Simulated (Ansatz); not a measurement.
# CH₉AlSSi₂: a ladder of functionals and wavefunction methods

The task here is to estimate one member of a computed series from the others.

Method: functionals in def2-TZVPP, the program's frozen cores in correlated methods; program: Ansatz 0.2.0, Gaussian basis.

The runs, in order: LDA (SPW92), PBE-D4, revPBE-D4, BLYP-D4, r2SCAN-D4, B97M-V, PBE0-D4, B3LYP-D4, r2SCANh-D4, r2SCAN0-D4, HSE06-D4, BHLYP-D4, CAM-B3LYP-D4, LC-ωPBE, ωB97X-V, ωB97M-V, B2PLYP, PBE-QIDH; CCSD(T)/def2-SVP; CCSD(T)/def2-TZVPP; MP2/def2-QZVPP; extrapolation to the limit; RPA on PBE.

## The relaxed structure

An earlier PBE0-D4 in a triple-zeta def2 set relaxation fixed the geometry.

SMILES `C[SiH](S)[SiH2][AlH2]`, 14 atoms, charge 0, spin multiplicity 1.

Atoms are counted from 1 here; the program's logs count them from 0.

Bond lengths: C1–Si2 1.868 Å, C1–H6 1.092 Å, C1–H7 1.092 Å, C1–H8 1.094 Å, Si2–S3 2.239 Å, Si2–Si4 2.331 Å, Si2–H9 1.489 Å, S3–H10 1.346 Å, Si4–Al5 2.474 Å, Si4–H11 1.490 Å, Si4–H12 1.496 Å, Al5–H13 1.591 Å, Al5–H14 1.592 Å. Angles: Si2–C1–H6 111.3°, Si2–C1–H7 111.0°, Si2–C1–H8 109.1°, H6–C1–H7 109.0°, H6–C1–H8 108.5°, H7–C1–H8 107.8°, C1–Si2–S3 108.6°, C1–Si2–Si4 126.2°, C1–Si2–H9 110.4°, S3–Si2–Si4 95.2°, S3–Si2–H9 98.6°, Si4–Si2–H9 112.7°, Si2–S3–H10 95.0°, Si2–Si4–Al5 84.0°, Si2–Si4–H11 112.4°, Si2–Si4–H12 104.9°, Al5–Si4–H11 127.1°, Al5–Si4–H12 115.6° and more.

The first run:

Contents of in.yaml:

```yaml
crystal:
  periodic: [false, false, false]
  atoms:
    - {symbol: C, position_ang: [-2.232643, 0.664117, 0.680875]}
    - {symbol: Si, position_ang: [-0.741888, 0.245240, -0.363898]}
    - {symbol: S, position_ang: [0.929665, 1.628780, 0.189907]}
    - {symbol: Si, position_ang: [0.535783, -1.698884, -0.222173]}
    - {symbol: Al, position_ang: [2.425352, -0.182865, -0.724491]}
    - {symbol: H, position_ang: [-2.507908, 1.715673, 0.577173]}
    - {symbol: H, position_ang: [-2.045059, 0.447926, 1.734483]}
    - {symbol: H, position_ang: [-3.078972, 0.050803, 0.358684]}
    - {symbol: H, position_ang: [-0.948372, 0.695913, -1.767467]}
    - {symbol: H, position_ang: [1.032060, 1.186798, 1.457230]}
    - {symbol: H, position_ang: [0.005141, -2.791695, -1.085196]}
    - {symbol: H, position_ang: [0.417140, -2.133067, 1.204370]}
    - {symbol: H, position_ang: [3.690863, -0.127666, 0.237646]}
    - {symbol: H, position_ang: [2.505839, 0.269826, -2.248342]}
basis:
  gaussian: {orbitals: def2-TZVPP}
hamiltonian: {xc: lda}
output: {orbitals: {seedname: orbitals}}
```

Command:

```console
> ansatz run in.yaml --threads 4 --pin off --events-out ev --progress --plain --max-ram 10444MiB
```

Steps of the session up to this table: LDA; PBE-D4 (GGA); revPBE-D4 (GGA); BLYP-D4 (GGA); r2SCAN-D4 (meta-GGA); B97M-V (meta-GGA); B3LYP-D4 (hybrid); r2SCANh-D4 (hybrid); r2SCAN0-D4 (hybrid); HSE06-D4 (hybrid); BHLYP-D4 (hybrid); CAM-B3LYP-D4 (range-separated); LC-ωPBE (range-separated); ωB97X-V (range-separated); ωB97M-V (range-separated); B2PLYP (double hybrid); PBE-QIDH (double hybrid).

One table of the session follows, with a row left open; its other results are not shown here.

It belongs to the step «Frontier levels by functional». 

```
  functional  HOMO (eV)  gap (eV)
 LDA (SPW92)      -5.89      4.20
      PBE-D4      -5.80      4.32
   revPBE-D4          ?         ?
     BLYP-D4      -5.65      4.34
   r2SCAN-D4      -6.02      4.80
      B97M-V      -6.10      4.73
     PBE0-D4      -6.80      6.10
    B3LYP-D4      -6.61      5.76
  r2SCANh-D4      -6.38      5.44
  r2SCAN0-D4      -6.93      6.39
    HSE06-D4      -6.41      5.35
    BHLYP-D4      -7.69      7.86
CAM-B3LYP-D4      -8.00      8.31
     LC-ωPBE      -9.26     10.61
     ωB97X-V      -8.96     10.19
     ωB97M-V      -8.74      9.67
```

Q: Estimate the row for revPBE-D4 from the others.

As computed: HOMO (eV): -5.76; gap (eV): 4.38. In the column «HOMO (eV)» it lies between PBE-D4 (-5.80) and BLYP-D4 (-5.65).
